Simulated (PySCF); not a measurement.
# CuCl₄: quartet, from a PBE minimum start

Where does quartet CuCl₄ go from a PBE minimum start, is the end point a minimum, and what are its modes, charges and moments?

The runs use PySCF 2.14.0; PBE, basis Cu def2-SVP, Cl def2-SVP, no relativity, density fitting.

**1. Starting geometry**

5 atoms, charge 0, spin multiplicity 4.

Bond lengths: Cu1–Cl2 2.196 Å, Cu1–Cl3 2.196 Å, Cu1–Cl4 2.196 Å, Cu1–Cl5 2.196 Å. Angles: Cl2–Cu1–Cl3 109.5°, Cl2–Cu1–Cl4 109.5°, Cl2–Cu1–Cl5 109.5°, Cl3–Cu1–Cl4 109.5°, Cl3–Cu1–Cl5 109.5°, Cl4–Cu1–Cl5 109.5°.

Z-matrix (Å, degrees; charge 0 multiplicity 4):
```
Cu
Cl 1 2.1958
Cl 1 2.1958 2 109.47
Cl 1 2.1958 2 109.47 3 120.00
Cl 1 2.1958 2 109.47 3 -120.00
```

**2. Finding the electronic state**

One driver script runs all steps and calls PySCF; scf.py shows how it sets up the SCF of each step. The optimiser is the driver's own. After this first run the driver tries any further starts and a stability analysis.

File scf.py:

```python
from pyscf import gto, scf, dft
mol = gto.M(atom='''
Cu     0.000000    -0.000000     0.000000
Cl     1.267730     1.267730     1.267730
Cl     1.267730    -1.267730    -1.267730
Cl    -1.267730    -1.267730     1.267730
Cl    -1.267730     1.267730    -1.267730''',
    basis={'Cu': 'def2-SVP', 'Cl': 'def2-SVP'},
    charge=0, spin=3)
mf = dft.UKS(mol, xc='PBE')
mf.grids.atom_grid = (50, 194)
aux = {'Cu': 'def2-universal-JKFIT', 'Cl': 'def2-universal-JKFIT'}
mf = mf.density_fit(auxbasis=aux)
mf.conv_tol = 1e-08
mf.diis_space = 10
mf.max_cycle = 60
mf.init_guess = 'minao'
mf.verbose = 4
mf.kernel()
```

On the command line:

```
$ OMP_NUM_THREADS=4 python axn.py task.json out
```

The program printed:

```text
init E= -3479.27719602956
[... the frontier-level lines of each cycle are left out ...]
cycle= 1 E= -3475.67912146087  delta_E=  3.6  |g|= 3.24  |ddm|= 2.01
cycle= 2 E= -3467.63582872714  delta_E= 8.04  |g|= 4.39  |ddm|= 9.71
cycle= 3 E= -3479.01663095628  delta_E= -11.4  |g|= 1.14  |ddm|= 9.53
cycle= 4 E= -3479.38508019284  delta_E= -0.368  |g|= 0.49  |ddm|= 1.54
cycle= 5 E= -3479.50225221468  delta_E= -0.117  |g|= 0.216  |ddm|= 0.73
cycle= 6 E= -3479.51848305545  delta_E= -0.0162  |g|= 0.0257  |ddm|= 0.13
cycle= 7 E= -3479.51863295584  delta_E= -0.00015  |g|= 0.0123  |ddm|= 0.0113
cycle= 8 E= -3479.51868382285  delta_E= -5.09e-05  |g|= 0.00172  |ddm|= 0.00778
cycle= 9 E= -3479.51868472821  delta_E= -9.05e-07  |g|= 0.000385  |ddm|= 0.00139
cycle= 10 E= -3479.5186847838  delta_E= -5.56e-08  |g|= 1.29e-05  |ddm|= 0.000303
cycle= 11 E= -3479.51868477709  delta_E= 6.71e-09  |g|= 8.31e-05  |ddm|= 0.000203
Extra cycle  E= -3479.51868398204  delta_E= 7.95e-07  |g|= 0.000897  |ddm|= 0.00211
SCF not converged.
init E= -3479.27719602956
cycle= 1 E= -3475.67912146086  delta_E=  3.6  |g|= 3.24  |ddm|= 2.01
cycle= 2 E= -3467.63582872713  delta_E= 8.04  |g|= 4.39  |ddm|= 9.71
cycle= 3 E= -3477.95520856501  delta_E= -10.3  |g|= 1.93  |ddm|= 8.57
cycle= 4 E= -3479.42236380334  delta_E= -1.47  |g|= 0.405  |ddm|= 2.26
cycle= 5 E= -3478.70496495428  delta_E= 0.717  |g|= 1.35  |ddm|= 1.53
cycle= 6 E= -3479.34248185586  delta_E= -0.638  |g|= 0.735  |ddm|= 1.22
cycle= 7 E= -3479.40871751251  delta_E= -0.0662  |g|= 0.567  |ddm|= 0.736
cycle= 8 E= -3479.46761367384  delta_E= -0.0589  |g|= 0.367  |ddm|= 0.615
cycle= 9 E= -3479.51726011306  delta_E= -0.0496  |g|= 0.0621  |ddm|= 0.312
cycle= 10 E= -3479.50841525203  delta_E= 0.00884  |g|= 0.171  |ddm|= 0.154
cycle= 11 E= -3479.51778075275  delta_E= -0.00937  |g|= 0.0493  |ddm|= 0.0786
cycle= 12 E= -3479.51865225004  delta_E= -0.000871  |g|= 0.00982  |ddm|= 0.0407
cycle= 13 E= -3479.51845171987  delta_E= 0.000201  |g|= 0.0266  |ddm|= 0.0223
cycle= 14 E= -3479.5186608619  delta_E= -0.000209  |g|= 0.00838  |ddm|= 0.011
cycle= 15 E= -3479.51868141932  delta_E= -2.06e-05  |g|= 0.00194  |ddm|= 0.00736
cycle= 16 E= -3479.51861185476  delta_E= 6.96e-05  |g|= 0.00857  |ddm|= 0.0222
cycle= 17 E= -3479.51867249575  delta_E= -6.06e-05  |g|= 0.00372  |ddm|= 0.0113
cycle= 18 E= -3479.5186840146  delta_E= -1.15e-05  |g|= 0.000909  |ddm|= 0.00574
cycle= 19 E= -3479.51867807701  delta_E= 5.94e-06  |g|= 0.0026  |ddm|= 0.00668
cycle= 20 E= -3479.51868386766  delta_E= -5.79e-06  |g|= 0.000958  |ddm|= 0.00373
SCF not converged.
init E= -3479.51868386766
cycle= 1 E= -3479.518680405  delta_E= 3.46e-06  |g|= 0.00252  |ddm|= 0.00498
cycle= 2 E= -3479.51866165676  delta_E= 1.87e-05  |g|= 0.0058  |ddm|= 0.011
cycle= 3 E= -3479.5186781348  delta_E= -1.65e-05  |g|= 0.00257  |ddm|= 0.00409
cycle= 4 E= -3479.51868225868  delta_E= -4.12e-06  |g|= 0.00147  |ddm|= 0.00169
cycle= 5 E= -3479.5186835289  delta_E= -1.27e-06  |g|= 0.00103  |ddm|= 0.000927
cycle= 6 E= -3479.51868402245  delta_E= -4.94e-07  |g|= 0.000797  |ddm|= 0.000566
cycle= 7 E= -3479.51868432028  delta_E= -2.98e-07  |g|= 0.000616  |ddm|= 0.000447
cycle= 8 E= -3479.5186845042  delta_E= -1.84e-07  |g|= 0.000475  |ddm|= 0.000368
cycle= 9 E= -3479.51868461536  delta_E= -1.11e-07  |g|= 0.000363  |ddm|= 0.000297
cycle= 10 E= -3479.51868467709  delta_E= -6.17e-08  |g|= 0.000288  |ddm|= 0.00023
cycle= 11 E= -3479.51868471222  delta_E= -3.51e-08  |g|= 0.000238  |ddm|= 0.000177
cycle= 12 E= -3479.5186847343  delta_E= -2.21e-08  |g|= 0.0002  |ddm|= 0.00014
cycle= 13 E= -3479.51868475072  delta_E= -1.64e-08  |g|= 0.000163  |ddm|= 0.000118
cycle= 14 E= -3479.51868475874  delta_E= -8.02e-09  |g|= 0.000144  |ddm|= 8.49e-05
cycle= 15 E= -3479.51868476472  delta_E= -5.98e-09  |g|= 0.000126  |ddm|= 6.88e-05
cycle= 16 E= -3479.51868476896  delta_E= -4.24e-09  |g|= 0.000112  |ddm|= 5.43e-05
cycle= 17 E= -3479.51868477224  delta_E= -3.28e-09  |g|= 9.98e-05  |ddm|= 4.51e-05
Extra cycle  E= -3479.51868345393  delta_E= 1.32e-06  |g|= 0.00115  |ddm|= 0.00278
SCF not converged.
macro= 0  E= -3479.5186847838  delta_E= -1.32987e-06  |g|= 0.00115084  1 KF 3 JK
macro= 1  E= -3479.51868478378  delta_E= 1.90994e-11  |g|= 2.64478e-05  1 KF 2 JK
macro X = 2  E=-3479.51868478378  |g|= 2.64478e-05  total 3 KF 8 JK
converged SCF energy = -3479.51868478378  <S^2> = 3.7524279  2S+1 = 4.0012138
```

This step, with its further starts and checks, took 51 s on 4 threads of Arm Neoverse N1, shared host.

The starts that the driver tried:

| start | energy (Eh) |
| --- | --- |
| the minimal-basis guess | -3479.518685 |
| a thermally smeared density | -3479.518685 |

Where DIIS stalls, the driver goes on with a level shift of 0.3 Eh and then with a second-order solver.

No lower solution of this spin turned up from the other starts or in the test of internal stability.

**3. PBE minimum start, quartet: relaxation**

The program finds Td symmetry in the start, which this walk keeps. Threshold on the gradient: 0.0003 Eh/bohr, with a further test on the energy change.

scf.py, as its differences from that of step 2:

```diff
@@ -3 +3 @@
-Cu     0.000000    -0.000000     0.000000
+Cu     0.000000     0.000000     0.000000
@@ -17 +16,0 @@
-mf.init_guess = 'minao'
```

Energy and gradient, step by step:

| step | energy (Eh) | change (kJ/mol) | largest symmetric gradient (Eh/bohr) |
| --- | --- | --- | --- |
| 0 | -3479.518685 | 0.00 | 0.00029 |

The walk took 2.5 s.

After 0 steps and 0.0 kJ/mol it ends at Td: Cu–Cl 2.196 Å (×4); Cl–Cu–Cl 109.5° (×6).

**4. Hessian and properties**

On the finer grid the gradient is checked again; gradients at displacements of ±0.02 bohr then give force constants and infrared intensities.

scf.py, as its differences from that of step 3:

```diff
@@ -3 +3 @@
-Cu     0.000000     0.000000     0.000000
+Cu    -0.000000     0.000000    -0.000000
@@ -11 +11 @@
-mf.grids.atom_grid = (50, 194)
+mf.grids.atom_grid = (75, 302)
@@ -14 +14 @@
-mf.conv_tol = 1e-08
+mf.conv_tol = 1e-10
```

The driver hands on the density of the step before, so the log starts near convergence.

Log of the central SCF (cycles and frontier levels):

```text
init E= -3479.5186164916
[... the frontier-level lines of each cycle are left out ...]
cycle= 1 E= -3479.51861648003  delta_E= 1.16e-08  |g|= 0.000108  |ddm|= 0.000255
cycle= 2 E= -3479.51861512908  delta_E= 1.35e-06  |g|= 0.00117  |ddm|= 0.00275
cycle= 3 E= -3479.51861649162  delta_E= -1.36e-06  |g|= 9.61e-06  |ddm|= 0.00252
cycle= 4 E= -3479.5186164917  delta_E= -7.37e-11  |g|= 6.07e-07  |ddm|= 8.85e-06
Extra cycle  E= -3479.51861649166  delta_E= 3.37e-11  |g|= 6.36e-06  |ddm|= 1.47e-05
converged SCF energy = -3479.51861649166  <S^2> = 3.7524297  2S+1 = 4.0012147
```

The whole step took 51 s.

Geometry: Td; Cu–Cl 2.196 Å (×4); Cl–Cu–Cl 109.5° (×6).

Harmonic modes (main isotopes):

```
symmetry  ω (cm⁻¹)  IR (km/mol)  μ (u)     type
       e        63          0.0  34.97     bend
      t2        72          1.2  40.43     bend
      a1       286          0.0  34.97  stretch
      t2       333         15.5  42.20  stretch
```

All wavenumbers are real: a minimum.

Properties at this point:

* Dipole moment: 0.00 D
* Highest occupied level: -7.75 eV
* Lowest empty level: -7.26 eV
* Rotational constants: 0.03749, 0.03749, 0.03749 cm⁻¹
* Zero-point energy: 9.7 kJ/mol
* Principal polarisabilities: 97.4, 97.4, 97.4 bohr³
* Atomisation energy without zero-point energy: 934 kJ/mol
* Principal traceless quadrupole moments about the centre of mass: 0.00, 0.00, 0.00 D Å
* Entropy at 298.15 K and 1 bar (electronic part: spin only): 400.4 J/(mol K)
* Heat capacity Cp at 298.15 K: 101.8 J/(mol K)
* Enthalpy at 298.15 K above 0 K: 24.52 kJ/mol
* Rotational symmetry number: 12
* Spin squared ⟨S²⟩: 3.752

Populations by atom (charges in e):

```tsv
atom	Mulliken	Löwdin	polar tensor	spin (Mulliken)	Mayer order to Cu1
Cu1	0.24	-0.14	0.45	0.64	–
Cl2,3,4,5	-0.06	0.03	-0.11	0.59	0.87
```

Outer orbital energies (eV). α occupied: -8.27, -8.27, -8.21, -8.21, -8.21, -7.95, -7.95, -7.95; empty: -0.32, 1.32, 3.11, 3.11. β occupied: -8.90, -8.90, -8.90, -7.81, -7.81, -7.75, -7.75, -7.75; empty: -7.26, -7.26, -7.26, -0.15.

Mulliken populations on Cu1: s 6.60, p 12.83, d 9.33, f 0.00.

**5. What came out**

```
                                          quantity                                     value
                                           minimum                               quartet, Td
                                          geometry  Cu–Cl 2.196 Å (×4); Cl–Cu–Cl 109.5° (×6)
                                wavenumbers (cm⁻¹)       63 (e), 72 (t2), 286 (a1), 333 (t2)
                                     dipole moment                                    0.00 D
highest occupied, lowest empty level (either spin)                           -7.75, -7.26 eV
                        polar-tensor charge of Cu1                                   +0.45 e
                                 zero-point energy                                9.7 kJ/mol
                               entropy at 298.15 K                           400.4 J/(mol K)
         atomisation energy (no zero-point energy)                                934 kJ/mol
                                              ⟨S²⟩                                     3.752
```

In words: The PBE minimum start keeps its Td symmetry and ends in a minimum. The strongest infrared band lies at 333 cm⁻¹ (t2, stretch). The dipole vanishes although Cu1 carries +0.4 e by the polar tensor: the bond dipoles cancel. Only this shape and spin were tried, so other structures or states may lie lower. Open d and f shells are described by one determinant, and the ground state may have another occupation or spin.

The search up to here took 1.7 min.
